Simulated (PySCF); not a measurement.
**GaF⁻: changing the method**

Starting from one script, swap the method and compare what comes out for GaF⁻.

Program: PySCF 2.14.0. Level of theory: each script names its method and basis. These are calculated values, not measurements.

2 further runs of the same task are left out: 2 that didn't finish.

### Step 1. Starting geometry

GaF⁻: 2 atoms, charge -1, spin multiplicity 2.

Bond lengths: Ga1–F2 1.920 Å.

### Step 2. Base script

Contents of input.py:

```python
from pyscf import gto, scf, mp

mol = gto.M(
    atom='Ga 0 0 0; F 0 0 1.92',
    basis='x2c-svpall',
    charge=-1,
    spin=1,
    verbose=4,
)
mf = scf.UHF(mol)
mf = mf.sfx2c1e()
mf.kernel()
mp.MP2(mf, frozen=10).kernel()
mf.dip_moment()
print('orbital energies (hartree):', [e[max(0, n-3):n+3].round(4) for e, n in zip(mf.mo_energy, mol.nelec)])
```

Run with:

```sh
$ OMP_NUM_THREADS=1 python input.py
```

### Step 3. Frozen orbitals 20

Variant 1 changes frozen orbitals: 10 → 20.

input.py: that of step 2 with these lines changed.

```diff
@@ -12,3 +12,3 @@
 mf.kernel()
-mp.MP2(mf, frozen=10).kernel()
+mp.MP2(mf, frozen=20).kernel()
 mf.dip_moment()
```

### Step 4. Geometry optimisation

Variant 2 changes step after the SCF: mp2 → optimize.

Contents of input.py:

```python
from pyscf import gto, scf
from pyscf.geomopt.geometric_solver import optimize

mol = gto.M(
    atom='Ga 0 0 0; F 0 0 1.92',
    basis='x2c-svpall',
    charge=-1,
    spin=1,
    verbose=4,
)
mf = scf.UHF(mol)
mf = mf.sfx2c1e()
mf.kernel()
mol_eq = optimize(mf, maxsteps=30)
print('optimised geometry (angstrom)')
print(mol_eq.tostring('raw'))
print('orbital energies (hartree):', [e[max(0, n-3):n+3].round(4) for e, n in zip(mf.mo_energy, mol.nelec)])
```

### Step 5. SCF alone

Variant 3 changes step after the SCF: mp2 → none.

input.py: that of step 2 with these lines changed.

```diff
@@ -1,2 +1,2 @@
-from pyscf import gto, scf, mp
+from pyscf import gto, scf
 
@@ -12,3 +12,2 @@
 mf.kernel()
-mp.MP2(mf, frozen=10).kernel()
 mf.dip_moment()
```

### Step 6. CASSCF (ROHF)

Variant 4 changes step after the SCF: mp2 → casscf; SCF type: UHF → ROHF; active space: none → 5 electrons in 6 orbitals.

Contents of input.py:

```python
from pyscf import gto, scf, mcscf

mol = gto.M(
    atom='Ga 0 0 0; F 0 0 1.92',
    basis='x2c-svpall',
    charge=-1,
    spin=1,
    verbose=4,
)
mf = scf.ROHF(mol)
mf = mf.sfx2c1e()
mf.kernel()
mc = mcscf.CASSCF(mf, 6, 5)
mc.kernel()
mc.analyze()
mf.dip_moment()
print('orbital energies (hartree):', mf.mo_energy[..., max(0, mol.nelec[1]-3):mol.nelec[0]+3].round(4))
```

### Step 7. Population analysis

Variant 5 changes step after the SCF: mp2 → analyze.

Contents of input.py:

```python
from pyscf import gto, scf

mol = gto.M(
    atom='Ga 0 0 0; F 0 0 1.92',
    basis='x2c-svpall',
    charge=-1,
    spin=1,
    verbose=4,
)
mf = scf.UHF(mol)
mf = mf.sfx2c1e()
mf.kernel()
mf.analyze()
print('orbital energies (hartree):', [e[max(0, n-3):n+3].round(4) for e, n in zip(mf.mo_energy, mol.nelec)])
```

### Step 8. Revtpss (UKS)

Variant 6 changes functional: none (Hartree–Fock) → revtpss; SCF type: UHF → UKS; step after the SCF: mp2 → analyze.

Contents of input.py:

```python
from pyscf import gto, dft

mol = gto.M(
    atom='Ga 0 0 0; F 0 0 1.92',
    basis='x2c-svpall',
    charge=-1,
    spin=1,
    verbose=4,
)
mf = dft.UKS(mol, xc='revtpss')
mf = mf.sfx2c1e()
mf.kernel()
mf.analyze()
print('orbital energies (hartree):', [e[max(0, n-3):n+3].round(4) for e, n in zip(mf.mo_energy, mol.nelec)])
```

Q: Predict the outcome of this session. Wanted: for each run, E(SCF); from base; gap, α spin; after the SCF.

**Answer**, as computed:

| run | E(SCF) (hartree) | from base (eV) | cycles | gap, α spin (eV) | after the SCF |
| --- | --- | --- | --- | --- | --- |
| base | -2041.322759 | 0 | 12 | 6.26 | MP2 correlation -10.462 eV, core frozen |
| frozen orbitals 20 | -2041.322759 | not comparable | 12 | 6.26 | n/a |
| geometry optimisation | -2041.322759 | 0.0000 | 12 | 6.26 | bond 1.847 Å, -0.037 eV |
| SCF alone | -2041.322759 | 0.0000 | 12 | 6.26 | n/a |
| CASSCF (ROHF) | -2041.319913 | +0.0774 | 10 | n/a | CASSCF correlation -0.681 eV |
| population analysis | -2041.322759 | 0.0000 | 12 | 6.26 | n/a |
| revtpss (UKS) | -2042.852383 | not comparable | 10 | 0.43 | n/a |

SCF columns refer to the geometry typed in the script.

The highest filled level of this anion is positive: the basis lacks diffuse functions or the electron is not bound, so these numbers hang on the basis. Total energies of different functionals can't be compared with each other; differences within one functional can. The dearest run is “geometry optimisation”, at 7.2 s against 1.1 s. Rows marked «poor choice» come from settings spoiled on purpose.
